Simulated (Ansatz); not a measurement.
**MgTl: a trigonal deformation path**

An exercise on one series of results from a longer session: the logs are not shown, and one member is left open.

Computed with Ansatz 0.2.0 (DFT PBEsol, scalar-relativistic, plane waves, PAW, unless a step's input says otherwise).

**Starting point**

It takes space group Pm-3m (No. 221, cubic). The conventional cell has a = 3.635 Å, b = 3.635 Å, c = 3.635 Å, α = 90.00°, β = 90.00°, γ = 90.00°. Around Mg (site symmetry m-3m) lie 8 Tl at 3.15 Å. Around Tl (site symmetry m-3m) lie 8 Mg at 3.15 Å.

Coordinates:

```cif
data_structure
_symmetry_space_group_name_H-M 'Pm-3m'
_symmetry_Int_Tables_number 221
_cell_length_a 3.6350
_cell_length_b 3.6350
_cell_length_c 3.6350
_cell_angle_alpha 90.000
_cell_angle_beta 90.000
_cell_angle_gamma 90.000
_cell_volume 48.03
loop_
_atom_site_label
_atom_site_type_symbol
_atom_site_symmetry_multiplicity
_atom_site_Wyckoff_symbol
_atom_site_fract_x
_atom_site_fract_y
_atom_site_fract_z
_atom_site_occupancy
Mg1 Mg 1 a 0.00000 0.00000 0.00000 1
Tl1 Tl 1 b 0.50000 0.50000 0.50000 1
```

No relaxation comes first: the listed cell is the starting point.

Set-up of the first run:

Input file input.yaml:

```yaml
crystal:
  lattice:
    - [3.635, 0.0, 0.0]
    - [0.0, 3.635, 0.0]
    - [0.0, 0.0, 3.635]
  atoms:
    - { symbol: Mg, position: [0.0, 0.0, 0.0] }
    - { symbol: Tl, position: [0.5, 0.5, 0.5] }
basis:
  ecutwfc: 420
kpoints:
  mp_grid: { grid: [14, 14, 14] }
hamiltonian:
  xc: pbesol
scf:
  occupations: { method: gaussian, width: 0.15 }
output:
  forces: true
  stress: true
  eigenvalues: true
  write_density: true
  write_potential: true
  elf: true
  volumetric_format: npy
```

On the command line:

```console
$ ansatz run input.yaml --threads 1 --pin off --max-ram 2560MiB --backend cpu --events-out ev --progress --plain --runs-dir out
```

Steps of the session up to this table: The reference: the undisturbed cell on the scan's mesh; Point ρ = 0.500; ρ = 2.000; At ρ = 0.710; Point ρ = 1.410; At ρ = 0.600; ρ = 0.850; ρ = 1.200; ρ = 1.700; Point ρ = 0.930; At ρ = 1.080.

One table of the session follows, with a row left open; its other results are not shown here.

It belongs to the step «The scan collected». 

```
    ρ  ΔE (meV/atom)  pressure (GPa)
0.500         3561.7            49.6
0.600         1325.7            22.5
0.710              ?               ?
0.850           39.7             0.6
0.930            5.6            -0.4
1.000            0.0            -0.6
1.080            4.1            -0.4
1.200           19.4             0.1
1.410           78.3             1.5
1.700          176.3             3.3
2.000          220.8             4.2
```

Estimate the missing values for ρ = 0.710.

Worked estimate for «ΔE (meV/atom)». A straight line through the neighbours (0.600, 1325.7) and (0.850, 39.7) gives 1325.7 + (39.7 − 1325.7) × (0.710 − 0.600) / (0.850 − 0.600) = 759.9; a parabola fitted to 4 rows on both sides gives 232.5.

**Answer.** ΔE (meV/atom): 364.1; pressure (GPa): 7.5. In «ΔE (meV/atom)» the line misses by +395.8 and the parabola by -131.6.
